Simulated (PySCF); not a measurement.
# FH10NiO5 ([NiF(H2O)5]+): the cost of one run

Computed with PySCF 2.14.0 and routines of our own; the level stands in each step. Atoms count from 0.

### Step 1. The system as given

17 atoms, charge 1, states of the metal's open shell are computed; geometry from: model start, shaken.

### Step 2. Optimising the geometry at PBE0-D3(BJ)/def2-SVP

What the job is given:

```
{"job": {"xc": "PBE0", "basis": "def2-SVP", "d3": "d3bj", "grid": 1, "maxiter": 45, "kind": "geom"}, "charge": 1, "metal": "Ni", "open_shell": "d8"}
Ni     0.000020     0.004480    -0.004110
F     -0.013360    -0.006820     1.975130
O      0.000900     0.020100    -2.057380
H      0.765690     0.007350    -2.619650
H     -0.773420    -0.013960    -2.625440
O      2.060430    -0.020160    -0.006860
H      2.596480     0.755660    -0.027630
H      2.621470    -0.794010     0.004070
O     -2.047650    -0.002800    -0.037750
H     -2.633080     0.774270     0.001700
H     -2.647950    -0.782170    -0.014680
O     -0.012130     2.065910    -0.012110
H     -0.000490     2.638270     0.766250
H     -0.001680     2.626660    -0.774040
O     -0.018380    -2.048860     0.020380
H     -0.023210    -2.612110     0.776790
H     -0.009620    -2.594990    -0.763570
```

Started as:

```console
OMP_NUM_THREADS=1 python lf_run.py task.json out
```

One launch serves the whole session: the jobs run in the order shown.

**Question.** How long does this first job take on 1 thread of Arm Neoverse N1, shared host, and how much memory does it need?

About 15 min, with a peak of 0.75 GiB.
